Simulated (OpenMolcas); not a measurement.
**Br²⁺: CASSCF terms and fine-structure levels**

Wanted: the level scheme of Br²⁺ from active-space wave functions.

The numbers are computed with OpenMolcas 26.06 (state-averaged CASSCF, spin-orbit coupling by RASSI with atomic mean-field integrals), except any that are marked as measured or tabulated.

2 further runs of the same task are left out: 2 set aside as unsound or not needed.

**1. Starting point**

- Species: Br²⁺ (bromine, Z = 35, 33 electrons)
- Basis: ANO-R1 [5s4p3d1f], 39 functions
- Scalar Hamiltonian: X2C, finite nucleus
- Inactive shells: 1s 2s 2p 3s 3p 3d
- Active space: 5 electrons in 4 orbitals (4s 4p)
- Some configurations of this space: 4p⁵, 4s 4p⁴, 4s² 4p³
- Orbitals: optimised for each spin and parity, averaged over the low roots

The outer shells:

4p5
```
4p [↑↓][↑↓][↑ ]
```

4s 4p4
```
4s [↑ ]
4p [↑↓][↑ ][↑ ]
```

4s2 4p3
```
4s [↑↓]
4p [↑ ][↑ ][↑ ]
```

Each step is its own input file, run in one work folder so that later steps find the files of earlier ones. Labels, J, g values, rates, χT and fits are worked out afterwards by a script from the matrices that RASSI stores.

**2. GATEWAY and SEWARD: basis and integrals**

Contents of a.inp:

```
&GATEWAY
Coord
1

Br 0.0 0.0 0.0
Basis=ANO-R1
Group=XYZ
NoMove
AngMom=0.0 0.0 0.0
AMFI
&SEWARD
```

**3. Reference wave functions, quartets of odd parity, 1 root**

Contents of a.inp:

```
&RASSCF
FileOrb=start.orb
Symmetry=2
Spin=4
nActEl=5 0 0
Inactive=8 6
Ras2=1 3
CIRoot=1 1 1
SDav=1
CIMx=300
Iter=120 100
PrWF=0.3
OrbListing=Nothing
MaxOrb=0
Atom
>>> COPY $Project.JobIph JOB001
```

start.orb holds the contracted functions of the basis, ordered by shell, or the orbitals of the step before.

**4. CASSCF: doublets of odd parity, 8 roots**

Contents of a.inp:

```
&RASSCF
FileOrb=start.orb
Symmetry=2
Spin=2
nActEl=5 0 0
Inactive=8 6
Ras2=1 3
CIRoot=8 8 1
SDav=11
CIMx=300
Iter=120 100
PrWF=0.3
OrbListing=Nothing
MaxOrb=0
Atom
>>> COPY $Project.JobIph JOB002
```

**5. CASSCF: quartets of even parity, 3 roots**

Contents of a.inp:

```
&RASSCF
FileOrb=start.orb
Symmetry=1
Spin=4
nActEl=5 0 0
Inactive=8 6
Ras2=1 3
CIRoot=3 3 1
SDav=3
CIMx=300
Iter=120 100
PrWF=0.3
OrbListing=Nothing
MaxOrb=0
Atom
>>> COPY $Project.JobIph JOB003
```

**6. Reference wave functions, doublets of even parity, 9 roots**

Contents of a.inp:

```
&RASSCF
FileOrb=start.orb
Symmetry=1
Spin=2
nActEl=5 0 0
Inactive=8 6
Ras2=1 3
CIRoot=9 9 1
SDav=9
CIMx=300
Iter=120 100
PrWF=0.3
OrbListing=Nothing
MaxOrb=0
Atom
>>> COPY $Project.JobIph JOB004
```

**7. RASSI: spin-orbit coupling between the states**

Contents of a.inp:

```
&RASSI
NrOfJobIphs=4 1 8 3 9
1
1 2 3 4 5 6 7 8
1 2 3
1 2 3 4 5 6 7 8 9
IphNames
JOB001
JOB002
JOB003
JOB004
EJob
SpinOrbit
DIPRint=1.0
SOCoupling=1000.0
Subsets=2
MEES
Property=10
'ANGMOM' 1 'ANGMOM' 2 'ANGMOM' 3 'MLTPL  1' 1 'MLTPL  1' 2 'MLTPL  1' 3
'AMFI' 1 'AMFI' 2 'AMFI' 3 'MLTPL  2' 6
SOProperty=3
'ANGMOM' 1 'ANGMOM' 2 'ANGMOM' 3
```

(Steps that only read results are left out.)

What does the calculation give? Wanted: lowest level; first excited level; spin-orbit lowering of the lowest level; strongest of the lines computed, by gA, at CASSCF energies.

The runs gave:

| quantity | value |
| --- | --- |
| method | CASSCF |
| lowest level | 4s² 4p³ ⁴S°_3/2, 99 % of that term, g = 1.994 |
| ground level listed by NIST | 4S°3/2 |
| first excited level | 4s² 4p³ ²D°_3/2 at 2.3972 eV |
| spin-orbit lowering of the lowest level | 0.0424 eV |
| strongest of the lines computed, by gA, at CASSCF energies | 4s 4p⁴ ²P_3/2 → 4s² 4p³ ²D°_5/2, 61.41 nm, A = 1.98e+10 s⁻¹ |

**Reading.** The computed levels miss the measured ones by 1900 cm⁻¹ on average. Only the configurations of the active space and the roots asked for are present. Not all states of the active space went into the spin-orbit step. No d shell is active. Only valence configurations of the active space appear, up to the ionisation limit; * or ° marks odd parity.
